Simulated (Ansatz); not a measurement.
# FH₄SbSi (SMILES F[SiH2][SbH2]): functionals against CCSD(T) at one geometry

Aim: energy, forces and dipole at a structure displaced at random from a GFN2-xTB minimum, from CCSD(T) and from density functionals.

Program: Ansatz 0.2.0, Gaussian basis. Level of theory: single points in def2-TZVPP. These are calculated values, not measurements.

Correlated methods freeze the cores. Filled d shells of the heavier atoms are correlated. Core potentials replace the inner electrons past krypton, and spin-orbit coupling is left out.

## (1) Where the work starts

SMILES `F[SiH2][SbH2]`, 7 atoms, charge 0, spin multiplicity 1.

Atoms are counted from 1 here; the program's logs count them from 0.

Bond lengths: F1–Si2 1.614 Å, Si2–Sb3 2.504 Å, Si2–H4 1.451 Å, Si2–H5 1.519 Å, Sb3–H6 1.721 Å, Sb3–H7 1.751 Å. Angles: F1–Si2–Sb3 102.4°, F1–Si2–H4 103.2°, F1–Si2–H5 99.4°, Sb3–Si2–H4 124.2°, Sb3–Si2–H5 113.7°, H4–Si2–H5 109.9°, Si2–Sb3–H6 91.6°, Si2–Sb3–H7 90.2°, H6–Sb3–H7 88.6°.

Geometry (Å):

| atom | x (Å) | y (Å) | z (Å) |
| --- | --- | --- | --- |
| F1 | -1.9063 | 0.8622 | -0.3275 |
| Si2 | -0.6816 | -0.1702 | -0.5224 |
| Sb3 | 1.1805 | 0.9699 | 0.7043 |
| H4 | -1.2559 | -1.4439 | -0.1308 |
| H5 | -0.5428 | -0.1095 | -2.0343 |
| H6 | 0.8965 | 0.0234 | 2.1138 |
| H7 | 2.3019 | -0.2582 | 0.1569 |

## (2) CCSD(T)/def2-TZVPP

File run/in.yaml:

```yaml
crystal:
  periodic: [false, false, false]
  atoms:
    - {symbol: F, position_ang: [-1.906300, 0.862200, -0.327500]}
    - {symbol: Si, position_ang: [-0.681600, -0.170200, -0.522400]}
    - {symbol: Sb, position_ang: [1.180500, 0.969900, 0.704300]}
    - {symbol: H, position_ang: [-1.255900, -1.443900, -0.130800]}
    - {symbol: H, position_ang: [-0.542800, -0.109500, -2.034300]}
    - {symbol: H, position_ang: [0.896500, 0.023400, 2.113800]}
    - {symbol: H, position_ang: [2.301900, -0.258200, 0.156900]}
basis:
  gaussian: {orbitals: def2-TZVPP}
correlation: {method: ccsd_t}
output: {forces: true}
```

The command line of these runs was not kept.

## (3) PBE0-D4/def2-TZVPP

Changes to run/in.yaml since step 2:

```diff
@@ -12,3 +12,3 @@
   gaussian: {orbitals: def2-TZVPP}
-correlation: {method: ccsd_t}
-output: {forces: true}
+hamiltonian: {xc: pbe0, dispersion: d4}
+output: {forces: true, orbitals: {seedname: orbitals}}
```

## (4) wB97M-V/def2-TZVPP

Changes to run/in.yaml since step 3:

```diff
@@ -12,3 +12,3 @@
   gaussian: {orbitals: def2-TZVPP}
-hamiltonian: {xc: pbe0, dispersion: d4}
-output: {forces: true, orbitals: {seedname: orbitals}}
+hamiltonian: {xc: {name: wB97M-V}}
+output: {forces: true}
```

## (5) r2SCAN-D4/def2-TZVPP

Changes to run/in.yaml since step 4:

```diff
@@ -12,3 +12,3 @@
   gaussian: {orbitals: def2-TZVPP}
-hamiltonian: {xc: {name: wB97M-V}}
+hamiltonian: {xc: r2scan, dispersion: d4}
 output: {forces: true}
```

## (6) PBE-D4/def2-TZVPP

Changes to run/in.yaml since step 5:

```diff
@@ -12,3 +12,3 @@
   gaussian: {orbitals: def2-TZVPP}
-hamiltonian: {xc: r2scan, dispersion: d4}
+hamiltonian: {xc: pbe, dispersion: d4}
 output: {forces: true}
```

## (7) r2SCAN0-D4/def2-TZVPP

Changes to run/in.yaml since step 6:

```diff
@@ -12,3 +12,3 @@
   gaussian: {orbitals: def2-TZVPP}
-hamiltonian: {xc: pbe, dispersion: d4}
+hamiltonian: {xc: {name: r2SCAN0}, dispersion: d4}
 output: {forces: true}
```

## (8) SPW92/def2-TZVPP

Changes to run/in.yaml since step 7:

```diff
@@ -12,3 +12,3 @@
   gaussian: {orbitals: def2-TZVPP}
-hamiltonian: {xc: {name: r2SCAN0}, dispersion: d4}
+hamiltonian: {xc: lda}
 output: {forces: true}
```

(Steps that only read results are left out.)

Q: Predict the outcome of this session. Wanted: energy less free atoms, CCSD(T)/def2-TZVPP; RMS force component; RMS force error; HOMO and LUMO, PBE0-D4; T1 diagnostic.

As calculated:

```
                                  quantity                                                                                            value
energy less free atoms, CCSD(T)/def2-TZVPP                                                                                  -453.5 kcal/mol
                       RMS force component                                                             0.464 to 0.597 eV/Å over the methods
                           RMS force error  PBE0-D4 0.077, wB97M-V 0.063, r2SCAN-D4 0.084, PBE-D4 0.269, r2SCAN0-D4 0.101, SPW92 0.205 eV/Å
                    HOMO and LUMO, PBE0-D4                                                                               -7.65 and -0.99 eV
                             T1 diagnostic                                                                                            0.014
```

Against CCSD(T) the functionals' energies less atoms differ by -78.1 to -3.0 kcal/mol, PBE-D4 by -12.4 kcal/mol. CCSD(T) in triple zeta still lacks some correlation energy of the bonds, so part of these gaps is its own basis error and they don't rank the functionals. The forces of wB97M-V come nearest to CCSD(T), those of PBE-D4 are farthest. Frozen-core CCSD(T) forces in triple zeta carry basis errors of their own, and this is one geometry, so small gaps rank nothing.
